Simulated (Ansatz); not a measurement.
# HfC: the cost of one run

Computed with Ansatz 0.2.0 (DFT PBEsol, scalar-relativistic, plane waves, PAW, unless a step's input says otherwise).

1 further run of the same task is left out (set aside as unsound or not needed).

## (1) The structure to begin with

Symmetry: Fm-3m, No. 225, cubic system. The conventional cell has a = 4.607 Å, b = 4.607 Å, c = 4.607 Å, α = 90.00°, β = 90.00°, γ = 90.00°. Hf (site symmetry m-3m) is surrounded by 6 C at 2.30 Å. C (site symmetry m-3m) has 6 Hf at 2.30 Å as nearest neighbours.

Structure file:

```
CELL_PARAMETERS angstrom
0.00000 2.30366 2.30366
2.30366 0.00000 2.30366
2.30366 2.30366 0.00000
ATOMIC_POSITIONS crystal
Hf 0.50000 0.50000 0.50000
C 0.00000 0.00000 0.00000
```

This cell was relaxed beforehand with the same method: volume 12.23 Å³/atom, gap on the mesh none (metal).

## (2) Static run: bands, density of states and charges

input.yaml

```yaml
crystal:
  lattice:
    - [0.0, 2.3036603906, 2.3036603906]
    - [2.3036603906, 0.0, 2.3036603906]
    - [2.3036603906, 2.3036603906, 0.0]
  atoms:
    - { symbol: Hf, position: [0.5, 0.5, 0.5] }
    - { symbol: C, position: [0.0, 0.0, 0.0] }
basis:
  ecutwfc: 420
kpoints:
  mp_grid: { grid: [16, 16, 16] }
  band_path:
    path:
      - [[0.0, 0.0, 0.0], [0.5, 0.0, 0.5], [0.625, 0.25, 0.625]]
      - [[0.375, 0.375, 0.75], [0.0, 0.0, 0.0], [0.5, 0.5, 0.5], [0.5, 0.25, 0.75], [0.5, 0.0, 0.5]]
    npoints: 14
hamiltonian:
  xc: pbesol
scf:
  occupations: { method: gaussian, width: 0.1 }
  n_extra_bands: 6
output:
  forces: true
  stress: true
  eigenvalues: true
  populations: true
  dos: { projected: true, de: 0.02, nscf_kmesh: { grid: [24, 24, 24] } }
  bader: true
  write_density: true
  write_potential: true
  elf: true
  volumetric_format: npy
```

Launch:

```console
ansatz run input.yaml --threads 1 --pin off --max-ram 2560MiB --backend cpu --events-out ev --progress --plain --runs-dir out
```

Q: Estimate wall time and peak memory on 1 thread of Oxide Virtual Turin-like (Zen 5), shared host.

About 29 s, with a peak of 0.43 GiB.
